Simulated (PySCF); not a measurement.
The system is BNCFSH3, in a box.

```xyz
8
Lattice="12.0000 0.0000 0.0000 0.0000 15.0000 0.0000 0.0000 0.0000 12.0000" Properties=species:S:1:pos:R:3 pbc="T T T"
B     6.0296    9.6179    6.4791
N     6.1071    8.2992    6.2259
C     6.1128    7.1078    6.0258
F     6.1482    6.5454    4.7994
S     6.2659    5.8636    7.2976
H     4.9504   10.1222    6.6268
H     7.0739   10.2995    6.5641
H     6.2486    4.7803    6.4613
```

The cell isn't the ideal one: atoms moved at random, drawn with an rms of 0.05 Å.

Base run:

| Quantity | Value |
| --- | --- |
| Program | PySCF 2.14.0 |
| Functional | PBE |
| Potentials or basis | cc-pvdz (all-electron) |
| k mesh | 1 × 1 × 1 |
| Occupations | fixed |
| Spin | no spin polarisation |

Its results: gap between the frontier levels 4.84 eV.

Problem. The run is repeated on the same cell with these changes: functional from PBE to PBEsol0. What comes out?

Solution. Gap between the frontier levels 7.03 eV.

PBEsol0 gives the wider gap, since exact exchange removes part of the self-interaction.

Caveats: this is a molecule in a periodic box at the Γ point, so its band gap is the HOMO-LUMO gap; the basis of atomic orbitals isn't converged, which shifts pressures, moduli and gaps.

